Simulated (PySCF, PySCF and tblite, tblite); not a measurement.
# C₄H₁₀BN: a path driven as rotation about a bond, and NMR exchange, part 2 of 3

PySCF and tblite. Atoms count from 0. The steps go on from the part before.

## 12. Shieldings, saddle of leg 1: BP86/pcSseg-1

What the job is given:

```
{"job": {"kind": "nmr", "xc": "BP86", "basis": "pcSseg-1", "pop": false}, "charge": 0, "multiplicity": 1}
C      2.622623    -0.601449    -0.206865
C      1.572095    -0.029862    -0.810559
B      0.156822     0.219455    -0.152681
C     -0.085650     1.425887     0.853604
N     -0.878699    -0.665614    -0.489394
C     -2.251819    -0.671922    -0.028471
H      3.584942    -0.748638    -0.710333
H      2.569290    -0.953052     0.830371
H      1.716066     0.298041    -1.852325
H     -0.988134     2.011275     0.604712
H     -0.237458     1.041137     1.879371
H      0.768412     2.117852     0.890296
H     -0.656393    -1.434102    -1.115345
H     -2.968350    -0.598696    -0.865710
H     -2.493047    -1.591243     0.534574
H     -2.430701     0.180931     0.638755
```

Log:

```text
coarse grid: 12696 points
cycle   1  E = -237.8799630172  dE =  2.599e-01  |g| = 6.523e-01  |ddm| = 3.382e+00
cycle   2  E = -237.7395111186  dE =  1.405e-01  |g| = 9.688e-01  |ddm| = 1.509e+00
cycle   3  E = -237.9923400722  dE = -2.528e-01  |g| = 1.411e-01  |ddm| = 1.006e+00
cycle   4  E = -237.9969176617  dE = -4.578e-03  |g| = 5.830e-02  |ddm| = 1.462e-01
cycle   5  E = -237.9977476291  dE = -8.300e-04  |g| = 1.660e-02  |ddm| = 4.999e-02
cycle   6  E = -237.9977992973  dE = -5.167e-05  |g| = 8.273e-03  |ddm| = 1.744e-02
cycle   7  E = -237.9978146349  dE = -1.534e-05  |g| = 1.708e-03  |ddm| = 6.223e-03
cycle   8  E = -237.9978153525  dE = -7.176e-07  |g| = 3.160e-04  |ddm| = 1.568e-03
final grid: 120752 points
cycle   9  E = -238.0397287081  dE = -4.398e-05  |g| = 6.368e-03  |ddm| = 2.648e-02
cycle  10  E = -238.0397137683  dE =  1.494e-05  |g| = 9.916e-03  |ddm| = 1.273e-02
cycle  11  E = -238.0397382046  dE = -2.444e-05  |g| = 1.629e-03  |ddm| = 8.132e-03
cycle  12  E = -238.0397389360  dE = -7.314e-07  |g| = 2.792e-04  |ddm| = 1.327e-03
cycle  13  E = -238.0397389478  dE = -1.175e-08  |g| = 1.769e-04  |ddm| = 3.339e-04
cycle  14  E = -238.0397389556  dE = -7.883e-09  |g| = 3.577e-05  |ddm| = 1.515e-04
cycle  15  E = -238.0397389559  dE = -2.704e-10  |g| = 1.333e-05  |ddm| = 3.422e-05
converged SCF energy = -238.0397389559

GIAO shielding tensors (ppm)
atom      isotropic    diamagn.    paramagn.     s11        s22        s33       span
  0 C       52.513     254.620    -202.107    -59.523     57.594    159.469    218.992
  1 C       27.112     259.757    -232.644    -97.997     21.769    157.565    255.562
  2 B       54.539     194.515    -139.976     20.295     35.708    107.615     87.320
  3 C      177.922     252.556     -74.634    170.546    179.761    183.459     12.913
  4 N      135.987     322.237    -186.250     39.549    173.898    194.514    154.965
  5 C      146.027     243.714     -97.687    122.120    137.959    178.001     55.882
  6 H       25.651      28.554      -2.903     22.917     25.298     28.738      5.822
  7 H       25.999      32.604      -6.605     22.611     25.548     29.838      7.227
  8 H       24.636      31.222      -6.586     21.411     25.594     26.904      5.493
  9 H       30.763      31.056      -0.293     26.538     29.755     35.995      9.457
 10 H       30.784      31.391      -0.606     27.323     28.853     36.177      8.853
 11 H       30.747      31.000      -0.253     27.060     29.307     35.874      8.814
 12 H       27.661      33.642      -5.981     21.229     28.896     32.857     11.628
 13 H       28.543      27.354       1.189     24.101     26.538     34.990     10.889
 14 H       28.504      28.002       0.502     24.138     26.581     34.792     10.654
 15 H       28.246      30.085      -1.839     24.225     29.154     31.358      7.133
```

Wall time 17 s (1 thread of Intel Xeon 6975P-C, shared host); peak memory 0.58 GiB.

In short: HOMO -6.11 eV, LUMO -0.78 eV; dipole 1.87 D.

## 13. Shieldings, end: BP86/pcSseg-1

What the job is given:

```
{"job": {"kind": "nmr", "xc": "BP86", "basis": "pcSseg-1", "pop": false}, "charge": 0, "multiplicity": 1}
C      2.289092    -0.825939    -0.957068
C      1.785269     0.052277    -0.075713
B      0.249679     0.298338     0.176922
C     -0.300375     1.757491     0.479959
N     -0.612730    -0.807517     0.099193
C     -2.054968    -0.841967     0.211319
H      3.364872    -0.944446    -1.129378
H      1.637824    -1.461149    -1.570610
H      2.507010     0.680819     0.465771
H     -0.824613     2.160012    -0.406599
H     -1.027510     1.780226     1.309989
H      0.506824     2.466660     0.720385
H     -0.193862    -1.718946    -0.061218
H     -2.532773    -1.202265    -0.717979
H     -2.390243    -1.500966     1.032348
H     -2.442942     0.165282     0.412413
```

Log:

```text
coarse grid: 12696 points
cycle   1  E = -237.8834112808  dE =  2.607e-01  |g| = 6.522e-01  |ddm| = 3.368e+00
cycle   2  E = -237.7314890547  dE =  1.519e-01  |g| = 9.860e-01  |ddm| = 1.549e+00
cycle   3  E = -237.9921054308  dE = -2.606e-01  |g| = 1.836e-01  |ddm| = 1.060e+00
cycle   4  E = -238.0009626034  dE = -8.857e-03  |g| = 5.035e-02  |ddm| = 1.721e-01
cycle   5  E = -238.0015619632  dE = -5.994e-04  |g| = 1.712e-02  |ddm| = 4.327e-02
cycle   6  E = -238.0016169926  dE = -5.503e-05  |g| = 8.420e-03  |ddm| = 1.729e-02
cycle   7  E = -238.0016330330  dE = -1.604e-05  |g| = 1.652e-03  |ddm| = 6.315e-03
cycle   8  E = -238.0016337013  dE = -6.684e-07  |g| = 3.216e-04  |ddm| = 1.530e-03
final grid: 120752 points
cycle   9  E = -238.0437587930  dE = -5.095e-05  |g| = 6.929e-03  |ddm| = 2.882e-02
cycle  10  E = -238.0437411440  dE =  1.765e-05  |g| = 1.085e-02  |ddm| = 1.383e-02
cycle  11  E = -238.0437696485  dE = -2.850e-05  |g| = 1.886e-03  |ddm| = 8.835e-03
cycle  12  E = -238.0437705677  dE = -9.192e-07  |g| = 2.586e-04  |ddm| = 1.474e-03
cycle  13  E = -238.0437705456  dE =  2.207e-08  |g| = 1.731e-04  |ddm| = 3.272e-04
cycle  14  E = -238.0437705535  dE = -7.928e-09  |g| = 4.332e-05  |ddm| = 1.619e-04
cycle  15  E = -238.0437705540  dE = -4.379e-10  |g| = 1.303e-05  |ddm| = 3.666e-05
converged SCF energy = -238.0437705540

GIAO shielding tensors (ppm)
atom      isotropic    diamagn.    paramagn.     s11        s22        s33       span
  0 C       49.518     255.519    -206.001    -60.359     52.397    156.516    216.875
  1 C       26.298     258.996    -232.698    -94.914     17.017    156.790    251.705
  2 B       57.867     193.831    -135.964     23.692     41.411    108.498     84.806
  3 C      179.054     252.760     -73.706    170.637    179.577    186.948     16.311
  4 N      142.597     322.634    -180.037     53.288    171.244    203.258    149.970
  5 C      145.859     243.941     -98.082    121.904    137.624    178.051     56.147
  6 H       25.577      28.625      -3.047     23.431     24.753     28.548      5.116
  7 H       25.587      33.366      -7.780     22.391     25.017     29.353      6.961
  8 H       24.705      31.412      -6.706     21.238     24.840     28.039      6.801
  9 H       31.003      30.941       0.062     27.198     29.157     36.656      9.458
 10 H       30.764      31.165      -0.401     26.422     30.009     35.861      9.439
 11 H       30.816      30.843      -0.027     27.007     28.945     36.496      9.490
 12 H       27.315      34.791      -7.476     20.711     28.604     32.631     11.920
 13 H       28.503      28.162       0.341     23.968     26.568     34.972     11.004
 14 H       28.435      27.668       0.768     24.172     26.274     34.859     10.688
 15 H       28.210      30.133      -1.924     23.967     29.243     31.419      7.452
```

It took 16 s on 1 thread of Intel Xeon 6975P-C, shared host; peak memory 0.58 GiB.

Key values: HOMO -5.97 eV, LUMO -1.45 eV; dipole 1.64 D.

## 14. Single-point energy, minimum 1: BP86/pcSseg-1

What the job is given:

```
{"job": {"kind": "sp", "xc": "BP86", "basis": "pcSseg-1", "pop": false}, "charge": 0, "multiplicity": 1}
C      2.381114    -0.971407    -0.502282
C      1.701909     0.186213    -0.524207
B      0.208056     0.367181    -0.057688
C     -0.261237     1.693748     0.680413
N     -0.687922    -0.687067    -0.299817
C     -2.079140    -0.797656     0.082490
H      3.432018    -1.049905    -0.803280
H      1.915817    -1.903308    -0.157235
H      2.257030     1.080745    -0.841785
H     -1.168797     2.128646     0.226180
H     -0.510980     1.484884     1.736585
H      0.517495     2.472059     0.682296
H     -0.339955    -1.491384    -0.813475
H     -2.740331    -0.922630    -0.794038
H     -2.255569    -1.656974     0.754905
H     -2.398611     0.108533     0.614016
```

Log:

```text
coarse grid: 12696 points
cycle   1  E = -237.8827989625  dE =  2.604e-01  |g| = 6.519e-01  |ddm| = 3.369e+00
cycle   2  E = -237.7310254477  dE =  1.518e-01  |g| = 9.855e-01  |ddm| = 1.549e+00
cycle   3  E = -237.9914227661  dE = -2.604e-01  |g| = 1.834e-01  |ddm| = 1.060e+00
cycle   4  E = -238.0002682359  dE = -8.845e-03  |g| = 5.042e-02  |ddm| = 1.721e-01
cycle   5  E = -238.0008697671  dE = -6.015e-04  |g| = 1.703e-02  |ddm| = 4.315e-02
cycle   6  E = -238.0009241535  dE = -5.439e-05  |g| = 8.402e-03  |ddm| = 1.721e-02
cycle   7  E = -238.0009400776  dE = -1.592e-05  |g| = 1.652e-03  |ddm| = 6.296e-03
cycle   8  E = -238.0009407457  dE = -6.681e-07  |g| = 3.206e-04  |ddm| = 1.530e-03
final grid: 120752 points
cycle   9  E = -238.0437198076  dE = -5.705e-05  |g| = 6.412e-03  |ddm| = 3.323e-02
cycle  10  E = -238.0437073892  dE =  1.242e-05  |g| = 9.406e-03  |ddm| = 1.265e-02
cycle  11  E = -238.0437298406  dE = -2.245e-05  |g| = 1.183e-03  |ddm| = 7.603e-03
cycle  12  E = -238.0437301479  dE = -3.074e-07  |g| = 3.592e-04  |ddm| = 1.100e-03
cycle  13  E = -238.0437301750  dE = -2.708e-08  |g| = 7.776e-05  |ddm| = 2.703e-04
cycle  14  E = -238.0437301816  dE = -6.576e-09  |g| = 5.630e-05  |ddm| = 1.089e-04
cycle  15  E = -238.0437301824  dE = -8.258e-10  |g| = 1.472e-05  |ddm| = 4.773e-05
converged SCF energy = -238.0437301824
```

It took 11 s on 1 thread of Intel Xeon 6975P-C, shared host; peak memory 0.45 GiB.

This run: HOMO -5.97 eV, LUMO -1.46 eV; dipole 1.65 D.

Single-point energy, saddle of leg 2: BP86/pcSseg-1:

What the job is given:

```
{"job": {"kind": "sp", "xc": "BP86", "basis": "pcSseg-1", "pop": false}, "charge": 0, "multiplicity": 1}
C      2.358362    -0.962802    -0.746331
C      1.765171     0.151423    -0.290687
B      0.234372     0.335300     0.058581
C     -0.304522     1.733368     0.590460
N     -0.640508    -0.750543    -0.107600
C     -2.063978    -0.809035     0.146074
H      3.430211    -1.015547    -0.967675
H      1.802067    -1.892368    -0.925207
H      2.417938     1.023992    -0.147789
H     -1.081770     2.148990    -0.075632
H     -0.772017     1.636968     1.586794
H      0.492018     2.488458     0.674489
H     -0.259151    -1.627275    -0.449657
H     -2.637104    -1.053451    -0.766763
H     -2.317470    -1.568530     0.907910
H     -2.423620     0.161052     0.513034
```

Log:

```text
coarse grid: 12696 points
cycle   1  E = -237.8816527722  dE =  2.612e-01  |g| = 6.540e-01  |ddm| = 3.372e+00
cycle   2  E = -237.7253565217  dE =  1.563e-01  |g| = 9.943e-01  |ddm| = 1.557e+00
cycle   3  E = -237.9887936909  dE = -2.634e-01  |g| = 2.014e-01  |ddm| = 1.076e+00
cycle   4  E = -237.9997880143  dE = -1.099e-02  |g| = 4.832e-02  |ddm| = 1.844e-01
cycle   5  E = -238.0003387975  dE = -5.508e-04  |g| = 1.697e-02  |ddm| = 4.111e-02
cycle   6  E = -238.0003914169  dE = -5.262e-05  |g| = 8.509e-03  |ddm| = 1.715e-02
cycle   7  E = -238.0004078052  dE = -1.639e-05  |g| = 1.647e-03  |ddm| = 6.284e-03
cycle   8  E = -238.0004084650  dE = -6.598e-07  |g| = 3.186e-04  |ddm| = 1.504e-03
final grid: 120752 points
cycle   9  E = -238.0425949358  dE = -5.513e-05  |g| = 6.413e-03  |ddm| = 3.382e-02
cycle  10  E = -238.0425818274  dE =  1.311e-05  |g| = 9.553e-03  |ddm| = 1.280e-02
cycle  11  E = -238.0426048266  dE = -2.300e-05  |g| = 1.440e-03  |ddm| = 7.856e-03
cycle  12  E = -238.0426053776  dE = -5.510e-07  |g| = 3.395e-04  |ddm| = 1.278e-03
cycle  13  E = -238.0426054007  dE = -2.309e-08  |g| = 1.539e-04  |ddm| = 3.421e-04
cycle  14  E = -238.0426054066  dE = -5.832e-09  |g| = 4.997e-05  |ddm| = 1.498e-04
cycle  15  E = -238.0426054071  dE = -5.842e-10  |g| = 1.285e-05  |ddm| = 4.051e-05
converged SCF energy = -238.0426054071
```

Wall time 11 s (1 thread of Intel Xeon 6975P-C, shared host); peak memory 0.46 GiB.

This run: HOMO -5.89 eV, LUMO -1.69 eV; dipole 1.64 D.

## 15. The path in numbers

What the job is given:

```
{"job": {"smiles": "C=CB(C)NC", "charge": 0, "mult": 1, "motion": "rotation", "what": "aryl or vinyl borane", "atoms": [2, 1], "drives": [{"terms": [["t", [3, 2, 1, 0], 0.25], ["t", [3, 2, 1, 8], 0.25], ["t", [4, 2, 1, 0], 0.25], ["t", [4, 2, 1, 8], 0.25]], "by": 180, "n": 12}], "study": "path", "level": {"kind": "nmr", "xc": "BP86", "basis": "pcSseg-1"}, "fields": [90, 250, 500], "first": 0, "seed": 925, "refine": {"xc": "B3LYP", "basis": "def2-SVP"}, "kind": "path"}, "charge": 0, "multiplicity": 1}
C      2.728546    -0.024236    -0.345159
C      1.521654    -0.457603    -0.690019
B      0.154353    -0.020095    -0.061625
C      0.025758     1.093967     1.065960
N     -0.976432    -0.665258    -0.544823
C     -2.357790    -0.488541    -0.166365
H      3.635042    -0.372086    -0.818725
H      2.867869     0.704645     0.436920
H      1.482032    -1.195959    -1.488582
H     -0.611400     1.915308     0.741019
H     -0.419161     0.689220     1.973937
H      0.982594     1.524943     1.344459
H     -0.872201    -1.371286    -1.260838
H     -2.961911    -0.187030    -1.027627
H     -2.774912    -1.418147     0.233339
H     -2.431639     0.281104     0.596719
```

Log:

```text
stationary points (kcal/mol above the start)
  n  kind          group   xTB      DFT    lowest mode
  0  minimum      C1       0.00     0.00      21.9
  1  saddle       C1       1.55     4.07     -76.8
  2  intermediate C1       0.13     1.46      72.4
  3  saddle       Cs       0.32     2.18     -66.3
  4  minimum      C1       0.13     1.44      72.1

GFN2-xTB energies: T/K, barrier G, reaction G (kcal/mol), k forward, k back (1/s)
 150.00     1.52     0.22   1.81e+10   3.77e+10
 200.00     1.63     0.24   6.39e+10   1.16e+11
 250.00     1.74     0.26   1.36e+11   2.29e+11
 298.15     1.85     0.27   2.22e+11   3.53e+11
 350.00     1.99     0.29   3.24e+11   4.92e+11
 400.00     2.12     0.30   4.26e+11   6.25e+11
 500.00     2.41     0.33   6.28e+11   8.76e+11

B3LYP-D3(BJ)/def2-SVP energies: T/K, barrier G, reaction G (kcal/mol), k forward, k back (1/s)
 150.00     4.13     1.32   2.97e+06    2.5e+08
 200.00     4.24     1.34   9.76e+07   2.86e+09
 250.00     4.35     1.36   8.11e+08   1.25e+10
 298.15     4.46     1.38   3.21e+09   3.28e+10
 350.00     4.60     1.39   9.27e+09   6.87e+10
 400.00     4.73     1.41   1.99e+10   1.17e+11
 500.00     5.02     1.43   5.76e+10   2.44e+11

BP86/pcSseg-1 + D3(BJ) energies: T/K, barrier G, reaction G (kcal/mol), k forward, k back (1/s)
 150.00     4.04     1.53   4.06e+06   6.92e+08
 200.00     4.14     1.55   1.22e+08   6.08e+09
 250.00     4.25     1.57   9.57e+08   2.26e+10
 298.15     4.37     1.59   3.63e+09   5.29e+10
 350.00     4.50     1.60   1.01e+10   1.01e+11
 400.00     4.64     1.62   2.11e+10   1.61e+11
 500.00     4.93     1.64    5.9e+10   3.08e+11
```

Wall time 8.5 min (1 thread of Intel Xeon 6975P-C, shared host); peak memory 0.62 GiB. This counts the whole study up to here.

Barriers by level (kcal/mol; entropies in cal/(mol K)). Zero-point and thermal terms come from xTB in every row. ΔG‡ leaves symmetry out; the rate counts one path and all 2 saddles; effective ΔG‡, where given, is the barrier that would give that rate by Eyring's equation alone:

```tsv
level	ΔE‡	with zero-point	ΔH‡	ΔS‡	ΔG‡ (298 K)	ΔE of reaction	k at 298 K (1/s)	effective ΔG‡
GFN2-xTB	1.55	1.30	0.84	-3.4	1.85	0.13	2.2e+11	1.97
B3LYP-D3(BJ)/def2-SVP	4.16	3.91	3.45	-3.4	4.46	1.23	3.2e+09	4.48
BP86/pcSseg-1 + D3(BJ)	4.07	3.82	3.36	-3.4	4.37	1.44	3.6e+09	4.41
```

Sites that the driver pairs across this motion, and where their lines would merge (no couplings; faster rotations, inversion at nitrogen or exchange between molecules can average them sooner):

```tsv
nucleus	sites: shielding (ppm)	proton frequency (MHz)	spread (Hz)	coalescence (K)	lines at 298 K
¹³C	C0: 40.6; C0 (end): 49.5	500	1122	not given	–
¹³C	C3: 184.4; C3 (end): 179.1	500	674	not given	–
¹³C	C1: 31.4; C1 (end): 26.3	500	644	not given	–
¹⁵N	N4: 134.4; N4 (end): 142.6	500	416	not given	–
¹H	H7: 25.06; H7 (end): 25.59	500	262	not given	–
¹H	H8: 25.21; H8 (end): 24.70	500	255	not given	–
¹¹B	B2: 59.3; B2 (end): 57.9	500	238	not given	–
¹H	H6: 25.15; H6 (end): 25.58	500	213	not given	–
```

A dash: the driver gave no coalescence for this row (it judged the minor form too scarce).

Rows that set an atom against itself at the end compare its shielding in the two forms.

## 16. Shieldings, start: PBE0/6-31++G**

What the job is given:

```
{"job": {"kind": "nmr", "xc": "PBE0", "basis": "6-31++G**", "pop": false}, "charge": 0, "multiplicity": 1}
C      2.735353     0.000025    -0.345231
C      1.530141    -0.484719    -0.683260
B      0.159004    -0.033697    -0.063501
C      0.043524     1.073926     1.068059
N     -0.992394    -0.672634    -0.559915
C     -2.374106    -0.475570    -0.179102
H      3.664105    -0.351436    -0.808301
H      2.847801     0.777930     0.418174
H      1.517581    -1.265136    -1.461130
H     -0.643062     1.886568     0.771456
H     -0.365275     0.645231     2.000690
H      1.008159     1.538351     1.320448
H     -0.869371    -1.378426    -1.280284
H     -2.998459    -0.165598    -1.036299
H     -2.822833    -1.394048     0.240967
H     -2.447764     0.308177     0.585818
```

Log:

```text
coarse grid: 12696 points
cycle   1  E = -237.7841076191  dE =  3.856e-01  |g| = 4.719e-01  |ddm| = 3.596e+00
cycle   2  E = -237.7686649821  dE =  1.544e-02  |g| = 5.325e-01  |ddm| = 1.764e+00
cycle   3  E = -237.8461854229  dE = -7.752e-02  |g| = 7.437e-02  |ddm| = 1.140e+00
cycle   4  E = -237.8473551664  dE = -1.170e-03  |g| = 3.484e-02  |ddm| = 1.202e-01
cycle   5  E = -237.8476750219  dE = -3.199e-04  |g| = 4.234e-03  |ddm| = 4.397e-02
cycle   6  E = -237.8476788489  dE = -3.827e-06  |g| = 1.701e-03  |ddm| = 7.068e-03
final grid: 120752 points
cycle   7  E = -237.7967826651  dE = -4.137e-05  |g| = 9.119e-03  |ddm| = 8.217e-02
cycle   8  E = -237.7967750661  dE =  7.599e-06  |g| = 1.094e-02  |ddm| = 2.091e-02
cycle   9  E = -237.7968041827  dE = -2.912e-05  |g| = 1.245e-03  |ddm| = 1.155e-02
cycle  10  E = -237.7968045509  dE = -3.682e-07  |g| = 2.347e-04  |ddm| = 1.635e-03
cycle  11  E = -237.7968045636  dE = -1.269e-08  |g| = 4.652e-05  |ddm| = 3.748e-04
cycle  12  E = -237.7968045640  dE = -4.587e-10  |g| = 2.209e-05  |ddm| = 1.007e-04
converged SCF energy = -237.7968045640

GIAO shielding tensors (ppm)
atom      isotropic    diamagn.    paramagn.     s11        s22        s33       span
  0 C       64.567     258.578    -194.011    -47.257     66.808    174.150    221.406
  1 C       57.793     257.416    -199.623    -51.875     52.429    172.825    224.700
  2 B       76.170     179.734    -103.564     46.290     64.928    117.293     71.003
  3 C      198.968     262.204     -63.236    190.318    196.959    209.627     19.309
  4 N      165.494     332.153    -166.660     80.914    202.121    213.447    132.533
  5 C      164.775     242.877     -78.102    143.953    155.859    194.514     50.561
  6 H       25.136      27.350      -2.213     22.636     24.437     28.336      5.701
  7 H       25.099      32.641      -7.543     22.159     24.003     29.134      6.975
  8 H       25.040      30.324      -5.284     21.642     24.709     28.770      7.128
  9 H       31.143      33.780      -2.637     26.456     29.917     37.055     10.599
 10 H       31.225      33.701      -2.476     26.661     29.623     37.390     10.730
 11 H       30.619      34.407      -3.788     25.842     29.285     36.729     10.887
 12 H       27.752      34.660      -6.908     20.884     28.777     33.595     12.711
 13 H       28.694      28.974      -0.281     24.291     26.549     35.241     10.950
 14 H       28.678      28.960      -0.282     24.287     26.522     35.225     10.938
 15 H       28.335      30.120      -1.785     23.573     29.838     31.594      8.021
```

Run time: 12 s. Hardware: 1 thread of Intel Xeon 6975P-C, shared host; peak memory 0.72 GiB.

This run: HOMO -7.01 eV, LUMO -0.53 eV; dipole 1.47 D.

## 17. Single-point energy, saddle of leg 1: PBE0/6-31++G**

What the job is given:

```
{"job": {"kind": "sp", "xc": "PBE0", "basis": "6-31++G**", "pop": false}, "charge": 0, "multiplicity": 1}
C      2.622623    -0.601449    -0.206865
C      1.572095    -0.029862    -0.810559
B      0.156822     0.219455    -0.152681
C     -0.085650     1.425887     0.853604
N     -0.878699    -0.665614    -0.489394
C     -2.251819    -0.671922    -0.028471
H      3.584942    -0.748638    -0.710333
H      2.569290    -0.953052     0.830371
H      1.716066     0.298041    -1.852325
H     -0.988134     2.011275     0.604712
H     -0.237458     1.041137     1.879371
H      0.768412     2.117852     0.890296
H     -0.656393    -1.434102    -1.115345
H     -2.968350    -0.598696    -0.865710
H     -2.493047    -1.591243     0.534574
H     -2.430701     0.180931     0.638755
```

Log:

```text
coarse grid: 12696 points
cycle   1  E = -237.7796789129  dE =  3.774e-01  |g| = 4.682e-01  |ddm| = 3.540e+00
cycle   2  E = -237.7679048664  dE =  1.177e-02  |g| = 5.177e-01  |ddm| = 1.594e+00
cycle   3  E = -237.8408791073  dE = -7.297e-02  |g| = 6.187e-02  |ddm| = 9.595e-01
cycle   4  E = -237.8415841165  dE = -7.050e-04  |g| = 3.359e-02  |ddm| = 1.041e-01
cycle   5  E = -237.8418717307  dE = -2.876e-04  |g| = 5.404e-03  |ddm| = 4.109e-02
cycle   6  E = -237.8418773680  dE = -5.637e-06  |g| = 2.639e-03  |ddm| = 8.164e-03
final grid: 120752 points
cycle   7  E = -237.7904890891  dE = -2.690e-05  |g| = 1.017e-02  |ddm| = 6.277e-02
cycle   8  E = -237.7904714839  dE =  1.761e-05  |g| = 1.356e-02  |ddm| = 2.198e-02
cycle   9  E = -237.7905143088  dE = -4.282e-05  |g| = 1.613e-03  |ddm| = 1.279e-02
cycle  10  E = -237.7905149692  dE = -6.604e-07  |g| = 1.906e-04  |ddm| = 2.110e-03
cycle  11  E = -237.7905149755  dE = -6.265e-09  |g| = 1.148e-04  |ddm| = 3.801e-04
cycle  12  E = -237.7905149787  dE = -3.216e-09  |g| = 2.792e-05  |ddm| = 1.440e-04
cycle  13  E = -237.7905149789  dE = -1.955e-10  |g| = 6.212e-06  |ddm| = 6.018e-05
converged SCF energy = -237.7905149789
```

Wall time 7.4 s (1 thread of Intel Xeon 6975P-C, shared host); peak memory 0.6 GiB.

In short: HOMO -7.17 eV, LUMO -0.09 eV; dipole 1.65 D.

(Part 2 of 3 ends here.)
